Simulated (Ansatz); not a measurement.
# LaTaO: the cost of one run

Method: DFT PBE, scalar-relativistic, plane waves, PAW, in Ansatz 0.2.0.

### 1 The system as given

Symmetry: P4/nmm, No. 129, tetragonal system. Conventional cell: a = 4.145 Å, b = 4.145 Å, c = 6.283 Å, α = 90.00°, β = 90.00°, γ = 90.00°. Around La (site symmetry -4m2) lie 4 O at 2.69 Å and 4 Ta at 2.72 Å and 4 La at 2.93 Å. Ta (site symmetry 4mm) is surrounded by 4 La at 2.72 Å and 5 O at 2.81 to 2.93 Å. O (site symmetry 4mm) is surrounded by 4 La at 2.69 Å and 5 Ta at 2.81 to 2.93 Å.

Structure file:

```
CELL_PARAMETERS angstrom
4.14514 0.00000 0.00000
0.00000 4.14514 0.00000
0.00000 0.00000 6.28337
ATOMIC_POSITIONS crystal
La 0.00000 0.00000 0.00000
La 0.50000 0.50000 0.00000
Ta 0.50000 0.00000 0.28000
Ta 0.00000 0.50000 0.72000
O 0.50000 0.00000 0.72700
O 0.00000 0.50000 0.27300
```

A structure generator made this guess: species swapped into a database cell of MnAlGe (P4/nmm, No. 129), with La on the Mn sites, O on the Al sites and Ta on the Ge sites. The dimensions are guesses.

### 2 Probe: one point on a coarse mesh

input.yaml

```yaml
crystal:
  lattice:
    - [4.14514211, 0.0, 0.0]
    - [0.0, 4.14514211, 0.0]
    - [0.0, 0.0, 6.28337462]
  atoms:
    - { symbol: La, position: [0.0, 0.0, 0.0] }
    - { symbol: La, position: [0.5, 0.5, 0.0] }
    - { symbol: Ta, position: [0.5, 0.0, 0.28] }
    - { symbol: Ta, position: [0.0, 0.5, 0.72] }
    - { symbol: O, position: [0.5, 0.0, 0.727] }
    - { symbol: O, position: [0.0, 0.5, 0.273] }
basis:
  ecutwfc: 420
kpoints:
  mp_grid: { grid: [4, 4, 4] }
hamiltonian:
  xc: pbe
scf:
  occupations: { method: gaussian, width: 0.1 }
  lower_state_search: "off"
output:
  forces: true
  stress: true
  eigenvalues: true
```

The run is started by

```
$ ansatz run input.yaml --threads 1 --pin off --max-ram 2560MiB --backend cpu --events-out ev --progress --plain --runs-dir out
```

**Question.** How long does this run take on 1 thread of Arm Neoverse V2, shared host, and how much memory does it need?

About 4.9 s, with a peak of 0.38 GiB.
